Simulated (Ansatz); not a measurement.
**CoSi (quartet): the correlation ladder, def2-TZVPP**

An exercise on one series of results from a longer session: the logs are not shown, and one member is left open.

Computed with Ansatz 0.2.0, Gaussian basis. Level: def2-TZVPP, core rule «outside noble gas», up to 14 orbitals frozen.

The runs, in order: UHF; ROHF; CCSD(T) on UHF.

## The system

The geometry is a PBE0/def2-TZVP stationary point (not a proven minimum).

2 atoms, charge 0, spin multiplicity 4.

Atoms are counted from 1 here; the program's logs count them from 0.

Bond lengths: Co1–Si2 2.231 Å.

The first run:

Contents of in.yaml:

```yaml
crystal:
  periodic: [false, false, false]
  atoms:
    - {symbol: Co, position_ang: [0.000000, 0.000000, 0.000000]}
    - {symbol: Si, position_ang: [0.000000, 0.000000, 2.230600]}
basis:
  gaussian: {orbitals: def2-TZVPP}
magnetization: {spin_polarized: true, initial_magnetization: 3}
hamiltonian: {xc: hf}
output: {orbitals: {seedname: orbitals}}
```

Run with:

```console
$ ansatz run in.yaml --threads 1 --pin off --events-out ev --progress --plain --max-ram 4096MiB --backend cpu
```

Steps of the session up to this table: UHF; ROHF; CCSD(T) on UHF.

One table of the session follows, with a row left open; its other results are not shown here.

| method | from UCCSD(T) (meV) |
| --- | --- |
| ROHF | +12106.7 |
| UHF | +10283.2 |
| UMP2 | +1882.8 |
| UCCSD | ? |
| UCCSD(T) | 0 |

Estimate the missing values for UCCSD.

As computed: from UCCSD(T) (meV): +664.1. In the column «from UCCSD(T) (meV)» it lies between UCCSD(T) (0) and UMP2 (+1882.8).

The program flags UCCSD(T) as in doubt (see the logs), so the zero of the table is itself unsure.

With the free atoms at the same levels and basis (separate runs), the atomisation energy is 1.381 eV at UCCSD(T), -1.423 eV at ROHF.

Caveats from the session: The determinant is far from a pure spin state, so its energy mixes those of several spin states (harmless only where they are near-degenerate, as at dissociation). The program flags UCCSD(T) as in doubt, so the zero of the table is itself unsure.
